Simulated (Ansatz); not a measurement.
# Sn3Se (Pm-3m) in Ansatz: notebook

The runs below take Sn3Se through relaxation of cell and atoms, with PBEsol.

All numbers are computed with Ansatz 0.2.0; they aren't measurements. Logs are shortened: lines on timing, memory, paths and dates and some standing lists are left out, and cuts for length are marked.

### 1 The structure

Symmetry: Pm-3m, No. 221, cubic system. Conventional cell: a = 4.742 Å, b = 4.742 Å, c = 4.742 Å, α = 90.00°, β = 90.00°, γ = 90.00°. Sn (site symmetry 4/mmm) is surrounded by 8 Sn at 3.35 Å and 4 Se at 3.35 Å. Around Se (site symmetry m-3m) lie 12 Sn at 3.35 Å.

The cell comes from a database or a generator and needn't be the stable form of this composition.

### 2 Relaxation of cell and atoms, PBEsol

input.yaml reads:

```yaml
crystal:
  lattice:
    - [4.741879, 0.0, 0.0]
    - [0.0, 4.741879, 0.0]
    - [0.0, 0.0, 4.741879]
  atoms:
    - { symbol: Sn, position: [0.5, 0.5, 0.0] }
    - { symbol: Sn, position: [0.5, 0.0, 0.5] }
    - { symbol: Sn, position: [0.0, 0.5, 0.5] }
    - { symbol: Se, position: [0.0, 0.0, 0.0] }
kpoints:
  mp_grid: { grid: [6, 6, 6] }
scf:
  occupations: { method: fermi_dirac, width: 0.05 }
hamiltonian:
  xc: pbesol
  pseudopotentials: { kind: all_electron, lapw: { basis_error: 0.002 } }
output:
  forces: true
  stress: true
relax:
  f_tol: 0.02
  max_steps: 60
  cell: {}
```

Potentials or basis: all-electron LAPW, scalar-relativistic.

Launch:

```sh
$ ansatz run input.yaml --threads 2 --pin off --max-ram 8192MiB --backend cpu --events-out ev --progress --plain --runs-dir out
```

What it wrote:

```text
Warning: RAYON_NUM_THREADS=2 ignored (pool sized by the plan → 2); use --threads N
The last accepted step is kept in <dir> (removed where the run ends without a failure and the disk answers)
LAPW: plane waves up to 6.498 Å⁻¹, error target 2.0e-3 eV per atom; small_component_spin mean_spin; Se in spheres of 1.626 Å, 24 of its electrons in bands, Dirac shells []; Sn in spheres of 1.626 Å, 22 of its electrons in bands, Dirac shells [] (how accurate: hamiltonian.pseudopotentials.lapw.basis_error, Limitations)
Engine: ansatz 0.2.0, aarch64-unknown-linux-gnu
Pseudopotentials: kind: all_electron
Pseudopotential: Sn, LAPW, valence charge 22, lapw/all_electron/scalar/gaussian/Sn, Koelling and Harmon's equation, gaussian nucleus
Pseudopotential: Se, LAPW, valence charge 24, lapw/all_electron/scalar/gaussian/Se, Koelling and Harmon's equation, gaussian nucleus
Functional definition: PBEsol
  exchange = pbesol_x
  correlation = pbesol_c
Crystal: 4 atoms, lattice volume = 106.623 Å³
Basis set: ecut = 160.88213849517834 eV, 485 PW (Γ), exchange–correlation at level 2
Bands: 54, of which v1, the nominal top of the filled ones, is band 45 counted from 1 (44 counted from 0)
Symmetry: 48 space group operations
Space group: Pm-3m (ITA 221), of the structure as read, at distance tolerance 4.7e-5 Å
k-points: 20 of 216
Non-local potential: Sn, projectors of the file, none
Non-local potential: Se, projectors of the file, none
Initial density: superposition of atomic densities (chi_scale 0.1, normalization cell, long waves kept (reshape's long-wave potential 0.02 eV rms))
Initial wavefunctions: plane waves of lowest kinetic energy (no species holds an atomic orbital)
Functional: x = pbesol(κ = 0.804, μ = 0.12345679012345678), c = pbesol(β = 0.046)
iter 1 solved again at ethr=3.65e-4 eV; its pass at ethr=1.00e-1 eV (dr2=3.29e-1 eV) is discarded
SCF iter   1: F=—  HF=-570125.954480 eV  |F-HF|=—  |Δ(HF+E_count)|=         —  Δρ=1.20e-2  dr2=3.29e-1  ethr=3.65e-4  ⟨swp⟩=2.8  Hψ=6772  notcnv=0
preconditioner: auto → Resta (q_TF=auto, 2.652 Å⁻¹)  ε∞=2.7  [insulator: Δε(μ)=0.131 eV  Ē_g=18.961 eV  σ=0.050 eV  W_gap=0.57  n_scr=32 (ndim 8)  ℏωp=24.9 eV  f_vac=0.000  D(μ)=2.19/eV (n_scr^D=18)  ε∞_Penn≈2.7]
SCF iter   2: F=—  HF=-570125.818616 eV  |F-HF|=—  |Δ(HF+E_count)|=   1.36e-1  Δρ=4.51e-3  dr2=4.35e-2  ethr=3.65e-4  ⟨swp⟩=2.1  Hψ=3418  notcnv=0
preconditioner: auto → Kerker (q_TF=auto, 2.652 Å⁻¹)  [metal: Δε(μ)=0.041 eV  Ē_g=19.205 eV  σ=0.050 eV  W_gap=0.20  n_scr=32 (ndim 8)  ℏωp=24.9 eV  f_vac=0.000  D(μ)=2.33/eV (n_scr^D=18)]
SCF iter   3: F=—  HF=-570125.806826 eV  |F-HF|=—  |Δ(HF+E_count)|=   1.18e-2  Δρ=4.03e-3  dr2=3.47e-2  ethr=4.83e-5  ⟨swp⟩=2.0  Hψ=3265  notcnv=0
SCF iter   4: F=—  HF=-570125.799997 eV  |F-HF|=—  |Δ(HF+E_count)|=   6.83e-3  Δρ=1.87e-3  dr2=8.08e-3  ethr=3.85e-5  ⟨swp⟩=2.0  Hψ=3260  notcnv=0
SCF iter   5: F=—  HF=-570125.798276 eV  |F-HF|=—  |Δ(HF+E_count)|=   1.72e-3  Δρ=7.60e-4  dr2=1.48e-3  ethr=8.98e-6  ⟨swp⟩=2.0  Hψ=3256  notcnv=0
iter 6 solved again at ethr=8.19e-8 eV; its pass at ethr=1.64e-6 eV (dr2=7.37e-5 eV) is discarded
SCF iter   6: F=—  HF=-570125.798078 eV  |F-HF|=—  |Δ(HF+E_count)|=   1.98e-4  Δρ=2.10e-4  dr2=7.37e-5  ethr=8.19e-8  ⟨swp⟩=2.0  Hψ=5472  notcnv=0
SCF iter   7: F=—  HF=-570125.798073 eV  |F-HF|=—  |Δ(HF+E_count)|=   5.41e-6  Δρ=9.41e-5  dr2=9.84e-6  ethr=8.19e-8  ⟨swp⟩=2.0  Hψ=3255  notcnv=0
SCF iter   8: F=—  HF=-570125.798074 eV  |F-HF|=—  |Δ(HF+E_count)|=   9.04e-7  Δρ=3.11e-5  dr2=1.06e-6  ethr=1.09e-8  ⟨swp⟩=2.0  Hψ=3254  notcnv=0
SCF iter   9: F=-570125.798074 eV  HF=-570125.798074 eV  |F-HF|=4.42e-9  |Δ(HF+E_count)|=   3.55e-7  Δρ=6.88e-6  dr2=4.54e-8  ethr=1.18e-9  ⟨swp⟩=2.6  Hψ=3270  notcnv=0
SCF 1 converged in 9 iterations: F = -570125.798074 eV  dr2 = 4.54e-8
relax step   1: F+E_penalty+E_count = -570125.79807391 eV  Δ(F+E_penalty+E_count) = +0.000e0 eV  max|allowed force component| = 4.006e-31 eV/Å  Δτ_max = 0.0000 Å  P = -2.639 GPa  Ω = 106.623 Å³  (9 SCF iters, accepted)
Crystal: 4 atoms, lattice volume = 99.603 Å³
Basis set: ecut = 168.35518233952106 eV, 485 PW (Γ), exchange–correlation at level 2
Initial density: handed on by an earlier stage of this run
Initial wavefunctions: those handed on with the density
iter 1 solved again at ethr=9.67e-6 eV; its pass at ethr=1.00e-1 eV (dr2=8.70e-3 eV) is discarded
SCF iter   1: F=—  HF=-570125.845502 eV  |F-HF|=—  |Δ(HF+E_count)|=         —  Δρ=1.61e-3  dr2=8.64e-3  ethr=9.67e-6  ⟨swp⟩=3.8  Hψ=5563  notcnv=0
preconditioner: auto → Kerker (q_TF=auto, 2.683 Å⁻¹)  [metal: Δε(μ)=0.013 eV  Ē_g=19.471 eV  σ=0.050 eV  W_gap=0.07  n_scr=26 (ndim 8)  ℏωp=25.8 eV  f_vac=0.000  D(μ)=2.56/eV (n_scr^D=18)]
SCF iter   2: F=—  HF=-570125.843216 eV  |F-HF|=—  |Δ(HF+E_count)|=   2.29e-3  Δρ=6.97e-4  dr2=1.64e-3  ethr=9.60e-6  ⟨swp⟩=2.0  Hψ=3252  notcnv=0
SCF iter   3: F=—  HF=-570125.843117 eV  |F-HF|=—  |Δ(HF+E_count)|=   9.90e-5  Δρ=5.79e-4  dr2=1.22e-3  ethr=1.82e-6  ⟨swp⟩=2.0  Hψ=3252  notcnv=0
iter 4 solved again at ethr=3.72e-8 eV; its pass at ethr=1.36e-6 eV (dr2=3.35e-5 eV) is discarded
SCF iter   4: F=—  HF=-570125.842953 eV  |F-HF|=—  |Δ(HF+E_count)|=   1.64e-4  Δρ=1.26e-4  dr2=3.34e-5  ethr=3.72e-8  ⟨swp⟩=2.0  Hψ=5464  notcnv=0
SCF iter   5: F=—  HF=-570125.842909 eV  |F-HF|=—  |Δ(HF+E_count)|=   4.36e-5  Δρ=6.38e-5  dr2=3.75e-6  ethr=3.71e-8  ⟨swp⟩=2.1  Hψ=3258  notcnv=0
SCF iter   6: F=—  HF=-570125.842908 eV  |F-HF|=—  |Δ(HF+E_count)|=   1.27e-6  Δρ=2.30e-5  dr2=1.13e-6  ethr=4.17e-9  ⟨swp⟩=2.1  Hψ=3254  notcnv=0
SCF iter   7: F=-570125.842908 eV  HF=-570125.842908 eV  |F-HF|=4.39e-8  |Δ(HF+E_count)|=   1.38e-7  Δρ=5.28e-6  dr2=6.36e-8  ethr=1.25e-9  ⟨swp⟩=2.0  Hψ=3252  notcnv=0
SCF 2 converged in 7 iterations: F = -570125.842908 eV  dr2 = 6.36e-8
relax step   2: F+E_penalty+E_count = -570125.84290791 eV  Δ(F+E_penalty+E_count) = -4.483e-2 eV  max|allowed force component| = 2.482e-30 eV/Å  Δτ_max = 0.0000 Å  P = +0.783 GPa  Ω = 99.603 Å³  (7 SCF iters, accepted)
Crystal: 4 atoms, lattice volume = 101.126 Å³
Basis set: ecut = 166.6608316620898 eV, 485 PW (Γ), exchange–correlation at level 2
iter 1 solved again at ethr=4.52e-7 eV; its pass at ethr=1.00e-1 eV (dr2=4.06e-4 eV) is discarded
SCF iter   1: F=—  HF=-570125.846431 eV  |F-HF|=—  |Δ(HF+E_count)|=         —  Δρ=3.49e-4  dr2=3.84e-4  ethr=4.52e-7  ⟨swp⟩=4.5  Hψ=5634  notcnv=0
preconditioner: auto → Kerker (q_TF=auto, 2.676 Å⁻¹)  [metal: Δε(μ)=0.033 eV  Ē_g=19.415 eV  σ=0.050 eV  W_gap=0.16  n_scr=26 (ndim 8)  ℏωp=25.6 eV  f_vac=0.000  D(μ)=2.58/eV (n_scr^D=18)]
SCF iter   2: F=—  HF=-570125.846325 eV  |F-HF|=—  |Δ(HF+E_count)|=   1.06e-4  Δρ=1.49e-4  dr2=6.71e-5  ethr=4.27e-7  ⟨swp⟩=2.0  Hψ=3252  notcnv=0
SCF iter   3: F=—  HF=-570125.846322 eV  |F-HF|=—  |Δ(HF+E_count)|=   2.67e-6  Δρ=1.26e-4  dr2=5.27e-5  ethr=7.45e-8  ⟨swp⟩=2.0  Hψ=3252  notcnv=0
iter 4 solved again at ethr=1.80e-9 eV; its pass at ethr=5.85e-8 eV (dr2=1.62e-6 eV) is discarded
SCF iter   4: F=—  HF=-570125.846317 eV  |F-HF|=—  |Δ(HF+E_count)|=   5.64e-6  Δρ=2.77e-5  dr2=1.62e-6  ethr=1.80e-9  ⟨swp⟩=2.0  Hψ=5464  notcnv=0
SCF iter   5: F=—  HF=-570125.846314 eV  |F-HF|=—  |Δ(HF+E_count)|=   2.16e-6  Δρ=1.41e-5  dr2=1.86e-7  ethr=1.80e-9  ⟨swp⟩=2.0  Hψ=3252  notcnv=0
SCF iter   6: F=-570125.846314 eV  HF=-570125.846314 eV  |F-HF|=3.66e-8  |Δ(HF+E_count)|=   3.53e-8  Δρ=5.34e-6  dr2=6.63e-8  ethr=2.07e-10  ⟨swp⟩=2.0  Hψ=3252  notcnv=0
SCF 3 converged in 6 iterations: F = -570125.846314 eV  dr2 = 6.63e-8
relax step   3: F+E_penalty+E_count = -570125.84631443 eV  Δ(F+E_penalty+E_count) = -3.407e-3 eV  max|allowed force component| = 2.907e-31 eV/Å  Δτ_max = 0.0000 Å  P = -0.057 GPa  Ω = 101.126 Å³  (6 SCF iters, accepted)
Crystal: 4 atoms, lattice volume = 101.022 Å³
Basis set: ecut = 166.77538037449077 eV, 485 PW (Γ), exchange–correlation at level 2
iter 1 solved again at ethr=1.86e-9 eV; its pass at ethr=1.00e-1 eV (dr2=1.67e-6 eV) is discarded
SCF iter   1: F=—  HF=-570125.846333 eV  |F-HF|=—  |Δ(HF+E_count)|=         —  Δρ=2.32e-5  dr2=1.59e-6  ethr=1.86e-9  ⟨swp⟩=4.8  Hψ=5650  notcnv=0
preconditioner: auto → Kerker (q_TF=auto, 2.676 Å⁻¹)  [metal: Δε(μ)=0.025 eV  Ē_g=19.421 eV  σ=0.050 eV  W_gap=0.12  n_scr=26 (ndim 8)  ℏωp=25.6 eV  f_vac=0.000  D(μ)=2.57/eV (n_scr^D=18)]
SCF iter   2: F=—  HF=-570125.846333 eV  |F-HF|=—  |Δ(HF+E_count)|=   5.61e-8  Δρ=1.09e-5  dr2=3.23e-7  ethr=1.76e-9  ⟨swp⟩=2.0  Hψ=3252  notcnv=0
SCF iter   3: F=—  HF=-570125.846333 eV  |F-HF|=—  |Δ(HF+E_count)|=   5.70e-9  Δρ=8.77e-6  dr2=2.34e-7  ethr=3.59e-10  ⟨swp⟩=2.0  Hψ=3252  notcnv=0
iter 4 solved again at ethr=5.39e-12 eV; its pass at ethr=2.60e-10 eV (dr2=4.85e-9 eV) is discarded
SCF iter   4: F=-570125.846333 eV  HF=-570125.846333 eV  |F-HF|=2.14e-8  |Δ(HF+E_count)|=   5.29e-8  Δρ=1.78e-6  dr2=4.84e-9  ethr=5.39e-12  ⟨swp⟩=2.0  Hψ=5464  notcnv=0
SCF 4 converged in 4 iterations: F = -570125.846333 eV  dr2 = 4.84e-9
relax step   4: F+E_penalty+E_count = -570125.84633327 eV  Δ(F+E_penalty+E_count) = -1.884e-5 eV  max|allowed force component| = 1.541e-31 eV/Å  Δτ_max = 0.0000 Å  P = -0.001 GPa  Ω = 101.022 Å³  (4 SCF iters, accepted)
iter 1 solved again at ethr=1.03e-12 eV; its pass at ethr=1.00e-1 eV (dr2=9.26e-10 eV) is discarded
SCF iter   1: F=—  HF=-570125.846336 eV  |F-HF|=—  |Δ(HF+E_count)|=         —  Δρ=1.15e-6  dr2=1.73e-9  ethr=9.76e-12 (applied; sched 1.03e-12)  ⟨swp⟩=6.9  Hψ=6662  notcnv=0  reapply=3
preconditioner: auto → Kerker (q_TF=auto, 2.676 Å⁻¹)  [metal: Δε(μ)=0.025 eV  Ē_g=19.421 eV  σ=0.050 eV  W_gap=0.13  n_scr=26 (ndim 8)  ℏωp=25.6 eV  f_vac=0.000  D(μ)=2.57/eV (n_scr^D=18)]
SCF iter   2: F=-570125.846336 eV  HF=-570125.846336 eV  |F-HF|=6.75e-9  |Δ(HF+E_count)|=   3.85e-7  Δρ=1.70e-6  dr2=9.78e-9  ethr=7.51e-12 (applied; sched 1.03e-12)  ⟨swp⟩=3.0  Hψ=3396  notcnv=0
SCF 5 converged in 2 iterations: F = -570125.846336 eV  dr2 = 9.78e-9
relax step   5: F+E_penalty+E_count = -570125.84633600 eV  Δ(F+E_penalty+E_count) = -2.735e-6 eV  max|allowed force component| = 2.671e-31 eV/Å  Δτ_max = 0.0000 Å  P = -0.001 GPa  Ω = 101.022 Å³  stress off target by 1.13e-3 GPa  SCF on the basis re-selected at this cell (its energy is not comparable with the rows above)  (2 SCF iters)
basis re-selected at this cell: Δ(F+E_penalty+E_count) = -2.735e-6 eV, ΔP = -0.000 GPa vs the last step (what re-selecting the basis moved, after the strain that the cell walked since its last selection, with what the two solves' SCF thresholds leave and, on support functions, any second-order correction that the steps lacked; it is no measure of the basis error at this ecutwfc). This SCF's stress stands 1.13e-3 GPa from its target on what of the cell is left free (relax.cell.stress_tol is 5.00e-2 GPa) and its largest allowed force component is 2.67e-31 eV/Å (relax.f_tol is 2.00e-2 eV/Å): within both
SCF converged after 2 iterations
Free energy (F): -570125.846336 eV
Harris-Foulkes:  -570125.846336 eV  (|F-HF|=6.75e-9)
Internal energy: -570125.825123 eV  (E = F + TS)
E sigma→0 (E₀):  -570125.835730 eV
Entropy (-TS):   -0.021213 eV (-5.303 meV/atom)
Fermi energy:    13.585762 eV
--- Per-component energies (eV) ---
  E_band       = -3616.027537
  E_kinetic    = 597714.718382
  E_xc         = -15616.178303
  E_electrostatic = -1152224.365203  (all electrons and nuclei)
  E_smearing   = -0.021213  (= −TS)
  E_closure    = 0.000000  (closes the sum)
  E_atoms      = -570109.360361  (free atoms, spherical and without spin; not in F)
  Σ components = -570125.846336   (vs F -570125.846336, Δ=0.00e0)
  Basis errors (estimates in eV, not in F): energy 4.3e-4 per atom: plane waves 3.8e-4 (2.1e-4 summed), levels above the bands 3.1e-52, relativity 7.1e-9, radial functions 4.7e-5, core shells 1.1e-9; eigenvalues (radial functions only) 3.9e-6; not estimated: angular momenta, meshes, grids; target (lapw.basis_error) 2.0e-3; muffin-tin radii Se 1.597 Å, Sn 1.597 Å
--- Forces (eV/Å), atoms counted from 1 ---
  atom   1  Sn    -0.00000000    -0.00000000     0.00000000
  atom   2  Sn    -0.00000000     0.00000000    -0.00000000
  atom   3  Sn     0.00000000     0.00000000    -0.00000000
  atom   4  Se     0.00000000    -0.00000000    -0.00000000
  max |Σ_I F_I| component: 7.07e-31 eV/Å
--- Stress (GPa, compression-positive) ---
       -0.001133       0.000000      -0.000000
        0.000000      -0.001133       0.000000
       -0.000000       0.000000      -0.001133
  P = ⅓ Tr σ = -0.0011 GPa (-0.011 kbar)
--- Relaxed structure (4 steps of the walk, 4 accepted, 1 SCFs on fresh bases) ---
  F+E_penalty+E_count = -570125.84633600 eV   max|allowed force component| = 2.671e-31 eV/Å   (the final SCF, on the basis selected at the relaxed cell)
  cell:  # Å, volume = 101.0218 Å³
    - [4.6573450308645565, -5.135813185032629e-34, 1.4123486258839729e-33]
    - [-5.135813185032629e-34, 4.657345030864556, -1.6049416203226964e-34]
    - [1.4123486258839729e-33, -1.6049416203226964e-34, 4.657345030864556]
  atoms:
    - { symbol: Sn, position: [0.5, 0.5, -2.1153819249780553e-37] }
    - { symbol: Sn, position: [0.5, -6.34614577492417e-37, 0.5] }
    - { symbol: Sn, position: [-2.411535394471192e-35, 0.5, 0.5] }
    - { symbol: Se, position: [2.115381924975862e-36, 1.90384373247742e-36, -1.057690962487119e-36] }
```

It took 24 s on 2 threads of Arm Neoverse V2, shared host; peak memory 0.38 GiB.

Results:

```yaml
Free_energy: -570125.8463 eV
Relaxed_volume: 25.26 Å³/atom
Relaxed_cell: a = 4.657 Å, b = 4.657 Å, c = 4.657 Å, α = 90.00°, β = 90.00°, γ = 90.00°
Space_group_after_relaxing_to_0.05_Å: Pm-3m (No. 221)
Energy_gained_by_relaxing: 12.1 meV/atom
Ionic_steps: 5
Pressure_after_relaxing: 0.0 GPa
```

The path:
```
step  energy change (eV)  largest force (eV/Å)  volume (Å³)
   1              0.0000                0.0000       106.62
   2             -0.0448                0.0000        99.60
   3             -0.0482                0.0000       101.13
   4             -0.0483                0.0000       101.02
   5             -0.0483                0.0000       101.02
```

Final structure:
```yaml
crystal:
  lattice:
    - [4.65735, 0.00000, 0.00000]
    - [0.00000, 4.65735, 0.00000]
    - [0.00000, 0.00000, 4.65735]
  atoms:
    - { symbol: Sn, position: [0.50000, 0.50000, 0.00000] }
    - { symbol: Sn, position: [0.50000, 0.00000, 0.50000] }
    - { symbol: Sn, position: [0.00000, 0.50000, 0.50000] }
    - { symbol: Se, position: [0.00000, 0.00000, 0.00000] }
```

(Part 1 of 3 ends here.)
